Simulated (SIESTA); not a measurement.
## ZrNbB4 under changes of volume

One of the cells (9.985 Å³/atom); the others are scaled copies at fixed shape and fractional positions:

```
Nb Zr B
1.0
     3.15923    0.00000    0.00000
    -1.57961    2.73597    0.00000
     0.00000    0.00000    6.93133
Nb Zr B
1 1 4
Direct
  0.00000 0.00000 0.00000
  0.00000 0.00000 0.50000
  0.66667 0.33333 0.24261
  0.66667 0.33333 0.75739
  0.33333 0.66667 0.24261
  0.33333 0.66667 0.75739
```

The cell comes from a database or a generator and needn't be the stable form of this composition.

| Item | Value |
| --- | --- |
| Program | SIESTA 5.4.2 |
| Functional | PBEsol |
| Potentials or basis | PseudoDojo 0.4 standard (PBEsol files) |
| Basis | DZP (energy shift 0.003 Ry; two zetas on semicore shells) |
| Grid cutoff | 800 Ry |
| Energy shift | 0.003 Ry |
| k mesh | 10 × 10 × 4 |
| Occupations | fermi-dirac, width 0.05 eV |
| Spin | no spin polarisation |

```tsv
volume (Å³/atom)	energy over the lowest point (meV/atom)	pressure (GPa)	largest force (eV/Å)
9.202	16.50	13.2	0.003
9.398	?	?	?
9.594	0.00	0.7	0.026
9.985	11.08	-9.3	0.047
10.181	25.16	-13.6	0.055
10.377	44.34	-17.6	0.064
```

Question: What does the run at 9.398 Å³/atom give?

Answer: Energy over the lowest point 4.43 meV/atom; pressure 6.7 GPa; largest force 0.014 eV/Å.

Worked out: A Birch-Murnaghan fit of order 3 (a polynomial in V^(-2/3)) to the other rows has its minimum at 9.62 Å³/atom with B0 = V·E''(V) = 272 GPa and B' = 4.3 at fixed shape and positions, which overstates the stiffness. It gives 4.42 meV/atom at 9.398 Å³/atom, against the run's 4.43, and -dE/dV = 6.6 GPa, against 6.7.

Energies are extrapolated to zero smearing.

Caveats: the basis of atomic orbitals isn't converged, which shifts pressures, moduli and gaps.
